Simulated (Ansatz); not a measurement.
# Al3Co2Ni: the cost of one run

Method: DFT PBE, scalar-relativistic, plane waves, PAW, in Ansatz 0.2.0.

2 further runs of the same task are left out: 1 that didn't finish, 1 set aside as unsound or not needed. Runs told in other sessions of the task aren't counted.

**1. The system as given**

The structure is tetragonal, space group P4/mmm (No. 123). Conventional cell: a = 2.875 Å, b = 2.875 Å, c = 8.568 Å, α = 90.00°, β = 90.00°, γ = 90.00°. Al (site symmetry 4mm) is surrounded by 4 Co at 2.47 Å and 4 Ni at 2.50 Å and 6 Al at 2.83 to 2.91 Å. Around Al (site symmetry 4/mmm) lie 8 Co at 2.49 Å and 6 Al at 2.83 to 2.87 Å. Around Ni (site symmetry 4/mmm) lie 8 Al at 2.50 Å and 2 Co at 2.85 Å. Around Co (site symmetry 4mm) lie 8 Al at 2.47 to 2.49 Å.

Coordinates:

```cif
data_structure
_symmetry_space_group_name_H-M 'P4/mmm'
_symmetry_Int_Tables_number 123
_cell_length_a 2.8749
_cell_length_b 2.8749
_cell_length_c 8.5684
_cell_angle_alpha 90.000
_cell_angle_beta 90.000
_cell_angle_gamma 90.000
_cell_volume 70.82
loop_
_atom_site_label
_atom_site_type_symbol
_atom_site_symmetry_multiplicity
_atom_site_Wyckoff_symbol
_atom_site_fract_x
_atom_site_fract_y
_atom_site_fract_z
_atom_site_occupancy
Al1 Al 2 h 0.50000 0.50000 0.83020 1
Al2 Al 1 d 0.50000 0.50000 0.50000 1
Ni1 Ni 1 a 0.00000 0.00000 0.00000 1
Co1 Co 2 g 0.00000 0.00000 0.66720 1
```

The start is the relaxed end of an invented cell (made as: elements ordered on the sites of the AlNi type, Ni/Co on Ni (P4/mmm, No. 123)), taken up again for a closer look.

**2. A first look at the guess**

Contents of input.yaml:

```yaml
crystal:
  lattice:
    - [2.8748741, 0.0, 0.0]
    - [0.0, 2.8748741, 0.0]
    - [0.0, 0.0, 8.5684034]
  atoms:
    - { symbol: Al, position: [0.5, 0.5, 0.830195] }
    - { symbol: Al, position: [0.5, 0.5, 0.5] }
    - { symbol: Al, position: [0.5, 0.5, 0.169805] }
    - { symbol: Ni, position: [0.0, 0.0, 0.0] }
    - { symbol: Co, position: [0.0, 0.0, 0.667198], spin: -0.38 }
    - { symbol: Co, position: [0.0, 0.0, 0.332802], spin: -0.38 }
basis:
  ecutwfc: 420
kpoints:
  mp_grid: { grid: [6, 6, 2] }
hamiltonian:
  xc: pbe
scf:
  occupations: { method: gaussian, width: 0.1 }
  lower_state_search: "off"
output:
  forces: true
  stress: true
  eigenvalues: true
  populations: true
magnetization:
  spin_polarized: true
```

The run is started by

```sh
$ ansatz run input.yaml --threads 4 --pin off --max-ram 8192MiB --backend cpu --events-out ev --progress --plain --runs-dir out
```

Q: Estimate wall time and peak memory on 4 threads of Arm Neoverse V1, shared host.

About 3.8 s, with a peak of 0.44 GiB.
